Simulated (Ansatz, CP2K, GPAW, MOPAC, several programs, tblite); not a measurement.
**SrCl2: cheap methods against density-functional theory**

Aim: run SrCl2 through methods of unlike cost and see what each gets, and at what price.

Program: MOPAC, tblite, CP2K, GPAW, Ansatz (versions at each run). Level of theory: no spin polarisation, static lattice; gaps from single points on the cell relaxed beforehand with r²SCAN. These are calculated values, not measurements.

4 further runs of the same task are left out: 4 set aside as unsound or not needed.

## (1) The starting structure

The structure is cubic, space group Fm-3m (No. 225). The conventional cell has a = 6.995 Å, b = 6.995 Å, c = 6.995 Å, α = 90.00°, β = 90.00°, γ = 90.00°. Sr (site symmetry m-3m) has 8 Cl at 3.03 Å as nearest neighbours. Cl (site symmetry -43m) has 4 Sr at 3.03 Å as nearest neighbours.

Structure file:

```cif
data_structure
_symmetry_space_group_name_H-M 'P 1'
_symmetry_Int_Tables_number 1
_cell_length_a 4.9465
_cell_length_b 4.9465
_cell_length_c 4.9465
_cell_angle_alpha 60.000
_cell_angle_beta 60.000
_cell_angle_gamma 60.000
_cell_volume 85.58
loop_
_atom_site_label
_atom_site_type_symbol
_atom_site_fract_x
_atom_site_fract_y
_atom_site_fract_z
_atom_site_occupancy
Sr1 Sr 0.00000 0.00000 0.00000 1
Cl1 Cl 0.25000 0.25000 0.25000 1
Cl2 Cl 0.75000 0.75000 0.75000 1
```

The structure type (fluorite) is imposed and need not be the compound's stable one.

**Question.** The methods are PM6, PM7, GFN1-xTB (tblite), GFN2-xTB (tblite), PBE/DZVP, PBE/single-zeta, PBE/SZV, coarse PBE, GLLB-SC, PBE, r2SCAN. What gap does r2SCAN give on this cell, and which other methods (full PBE left aside) come nearest to r2SCAN and farthest in gap?

| quantity | value |
| --- | --- |
| r2SCAN | gap 5.94 eV, 28.53 Å³/atom, B₀ 38 GPa |
| gap: nearest and farthest of the other methods | coarse PBE (-0.64 eV), PM7 (+4.84 eV) |

In words: Among the 8 methods compared for the gap (full PBE left aside), coarse PBE is nearest to r2SCAN and PM7 farthest. A minimal basis or a coarse cutoff and mesh shifts results by its own error, so closeness to r2SCAN can be chance. Cluster runs see only the k-points that fold onto the zone centre, so their gaps can miss the band edges. GLLB-SC is compared with its derivative discontinuity added. GFN1-xTB (tblite) ended in an unphysical state and is left out of the comparison. No volume is given for PM6, PM7, GFN2-xTB (tblite), PBE/single-zeta, PBE/SZV, coarse PBE, which can hide a larger miss. CPU times run from 0.54 s (coarse PBE) to 18 s (GLLB-SC). On this cell PM6, PM7, GFN1-xTB (tblite), GFN2-xTB (tblite), PBE/DZVP, PBE/single-zeta, GLLB-SC cost more than r2SCAN itself (4.6 s), so they are no saving here. r2SCAN is a yardstick, not the truth: it usually gives gaps below the measured ones.
